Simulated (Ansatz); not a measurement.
Run this with the Python package of Ansatz (0.2.0) and show what comes out.

`ch4szn.py`
```python
# -*- coding: utf-8 -*-
import ansatz as az
import numpy as np

BASIS = "def2-SVP"
FUNCTIONAL = "hf"
NET_CHARGE = 1

GEOMETRY = """
S    -1.42940    0.61340   -0.50900
C    -0.03920    0.28830    0.51550
Zn    1.43190   -0.31400   -0.48110
H    -1.46600   -0.65310   -1.00340
H    -0.31170   -0.46140    1.27230
H     0.31110    1.23810    1.00840
H     1.56450   -0.77930   -0.84840
"""


def main():
    geometry = az.Crystal.molecule()
    for line in GEOMETRY.strip().splitlines():
        symbol, *xyz = line.split()
        geometry = geometry.atom(symbol, [float(v) for v in xyz])

    setup = geometry.calculation()
    setup = setup.basis(gaussian=BASIS)
    setup = setup.functional(FUNCTIONAL)
    setup = setup.charge(NET_CHARGE)
    setup = setup.forces()
    centre = np.mean([site.position_ang for site in geometry.cartesian_sites], axis=0)
    field = 2 * 14.399645 * 4.0 / 30.0 ** 2


    def dipole(axis, sign):
        arm = 30.0 * np.eye(3)[axis]
        pair = [{"charge": sign * 4.0, "position_ang": (centre - arm).tolist()}, {"charge": -sign * 4.0, "position_ang": (centre + arm).tolist()}]
        deck = setup.input().set(az.key.basis.gaussian.point_charges, pair)
        return np.array(az.Session.from_dict(deck).plan().execute().report["charge_distribution"]["dipole_moment_e_ang"])


    print(f"field {field:.4f} V/A")
    alpha = np.array([(dipole(axis, 1) - dipole(axis, -1)) / (2 * field) * 14.399645 for axis in range(3)])
    print("polarisability tensor (A^3)")
    print(np.array2string(alpha, precision=3, suppress_small=True))
    print(f"mean {np.trace(alpha) / 3:.3f} A^3 = {np.trace(alpha) / 3 / 0.14818471:.2f} bohr^3")


if __name__ == "__main__":
    main()
```

```console
$ python ch4szn.py
field 0.1280 V/A
polarisability tensor (A^3)
[[ 41.043 -10.718   2.63 ]
 [-19.72   11.499  -1.006]
 [  5.358  -1.036   6.142]]
mean 19.561 A^3 = 132.01 bohr^3
```

Notes:
- The input holds a mistake (the net charge is wrong for this system), so what it prints is no property of CH4SZn.
- The geometry is a force-field or estimated start, not a minimum of this method, and the basis set is short of its limit. The field of two point charges is only nearly even.
- The expectation value of S² is noticeably off S(S+1) in at least one run, so that state is spin-contaminated.
- Without diffuse functions polarisabilities are unreliable, as a rule too low, and they change with the bond lengths of this unrelaxed start.
- Run time: 24 s on 1 thread of Arm Neoverse V1, on a shared host, peak memory 0.26 GiB.

(A comment or docstring line of the script was reworded after the run, the code is as it ran; lines on the test bed's own set-up are left out of the output.)
